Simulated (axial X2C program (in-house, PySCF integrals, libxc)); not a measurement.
# Linear FTeF⁻ at several levels

An exercise on one series of results from a longer session: the logs are not shown, and one member is left open.

Method: all-electron X2C, two-component (2c) or spin-free, F dyall-av3z, Te dyall-v3z; program: an in-house X2C program for linear molecules on PySCF integrals.

All values are calculated.

2 further runs of the same task are left out: 2 set aside as unsound or not needed.

The first run:

task.json reads:

```json
{
 "zs": [
  9,
  52,
  9
 ],
 "q": -1,
 "bas": [
  "dyall-av3z",
  "dyall-v3z",
  "dyall-av3z"
 ],
 "r0": [
  2.0,
  2.0
 ],
 "symm": 1,
 "scan": [
  "PBE0",
  "HF",
  "TPSSh"
 ],
 "levels": [
  "PBE0",
  "HF",
  "LDA"
 ],
 "nst": 2
}
```

Keys: zs atomic numbers; q charge; bas basis sets; r0 starting distance in Å; symm equal bonds; scan levels of the two-bond scan (MP2 follows by itself at each HF point); levels methods; nst determinants followed.

On the command line:

```sh
$ python solin.py task.json out
```

Masses F 18.998, Te 129.906, F 18.998 u.

Among the steps run: Scan at PBE0, 2c; Scan at HF, 2c; Scan at TPSSh, 2c.

One table of the session follows, with a row left open; its other results are not shown here.

| level | r(F–Te) (Å) | r(Te–F) (Å) | lower stretch (cm⁻¹) | upper stretch (cm⁻¹) |
| --- | --- | --- | --- | --- |
| PBE0, 2c | 2.102 | 2.102 | 399.6 | 425.0 |
| HF, 2c | 2.085 | 2.085 | 377.1 | 433.3 |
| TPSSh, 2c | 2.111 | 2.111 | 398.8 | 420.1 |
| MP2, 2c | 2.102 | 2.102 | 407.9 | 434.5 |
| PBE0, spin-free | ? | ? | ? | ? |
| HF, spin-free | 2.079 | 2.079 | 380.0 | 439.0 |
| TPSSh, spin-free | 2.105 | 2.105 | 401.9 | 424.8 |
| MP2, spin-free | 2.096 | 2.096 | 411.1 | 438.9 |

**Question.** Estimate the row for PBE0, spin-free.

**Answer.** r(F–Te) (Å): 2.095; r(Te–F) (Å): 2.095; lower stretch (cm⁻¹): 402.9; upper stretch (cm⁻¹): 430.1. In the column «r(F–Te) (Å)» it lies between HF, 2c (2.085) and MP2, spin-free (2.096).

Scans not shown above were run alike.

Limits of these values: For an anion the highest level of a functional can be positive, and the basis then holds the extra electron. The molecule was held linear; bending was not examined, so a bent shape may lie lower. Note: functional without a current term on a determinant with orbital currents, of the molecule or an atom.
